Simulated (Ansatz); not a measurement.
Mg6CoSi, 8 atoms in the cell. The typed cell holds 8 atoms: a = 4.590 Å, b = 6.096 Å, c = 6.096 Å, α = 61.13°, β = 90.00°, γ = 90.00°. The cell comes from a database or a generator and needn't be the stable form of this composition. The cell isn't the ideal one: atoms moved at random, drawn with an rms of 0.05 Å.

```yaml
Program: Ansatz 0.2.0
Task: single point
Functional: PBE
Potentials_or_basis: Ansatz PAW
Cutoff: "420 eV (not typed: the program's choice for these potentials)"
k_mesh: 6 × 5 × 5
Occupations: fermi-dirac, width 0.05 eV
Spin: collinear spin, ferromagnetic start
Starting_moments: "[2.0, 0.0, 0.0, 0.0, 0.0, 0.0, 0.0, 0.0] μB"
```

Potentials or basis: Ansatz PAW.

Run with:

```console
$ ansatz run input.yaml --threads 4 --pin off --max-ram 10240MiB --backend cpu --events-out ev --progress --plain --runs-dir out
```

Hardware: 4 threads of Arm Neoverse V2, on a shared host.

How long does it take, and how much memory?

Run time: 37 s on 4 threads of Arm Neoverse V2, with other jobs on the host, peak memory 0.98 GiB. Counts: scf iterations 17, plane waves 2937, k points 76, bands 50.
